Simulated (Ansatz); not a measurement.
## Sn, space group I4/mmm: a phonon calculation by linear response

Program: the Python package of Ansatz (0.2.0).

`dfpt.py`
```python
'''Zone-centre and zone-boundary phonons of Sn by linear response.'''

from pathlib import Path

import ansatz as az
import numpy as np

SMEARING = 'methfessel_paxton'
SIGMA = 0.1
MAX_ITERATIONS = 85
MESH = (14, 14, 14)


def main() -> None:
    crystal = (
        az.Lattice.of((-1.59075, 1.59075, 2.91565), (1.59075, -1.59075, 2.91565), (1.59075, 1.59075, -2.91565))
        .atom('Sn', (0.0, 0.0, 0.0))
    )

    base = (
        crystal.calculation()
        .functional(az.Functional.PBESOL)
        .basis(17 * az.Ha)
        .occupations(SMEARING, width=SIGMA)
        .scf(max_iterations=MAX_ITERATIONS)
        .kpoints(*MESH)
        .phonons('dfpt', points=[(0, 0, 0), (0, 0, 0.5), (0.5, 0.5, 0.5)])
    )
    outcome = base.run(threads=1, backend='cpu', runs_dir='runs')
    ph = outcome.phonons

    for q in ph.qpoints:
        print('q =', np.round(q.q_frac, 3), '1/cm:', ' '.join(f'{w:.1f}' for w in q.omega_inv_cm))


if __name__ == '__main__':
    main()
```

```console
$ python dfpt.py
RunWarning: eigensolver did not converge (k=224): 1 band(s) unlocked after 20 sweeps at ethr=1.00e-12 eV (lowest unlocked band 10, counted from 0; max residual 5.78e-6 eV among the unlocked bands, [...]
q = [0. 0. 0.] 1/cm: -0.0 -0.0 0.0
q = [0.  0.  0.5] 1/cm: -34.2 81.8 90.5
q = [0.5 0.5 0.5] 1/cm: -34.6 -34.6 28.8
```
(Warnings from the package without file and line, shortened.)

Reading the output:
- The cell isn't relaxed first, so the values belong to this volume.
- A negative frequency stands for an imaginary mode.
- This isn't the structure that Sn takes at ambient conditions.
- The structure is taken as given; imaginary modes can come from an unrelaxed or unstable start. Phonons of metals also depend on mesh and smearing.
- Finished in 82 s on 1 thread of Intel(R) Xeon(R) Processor @ 2.30GHz, with other jobs on the host, peak memory 1.1 GiB.
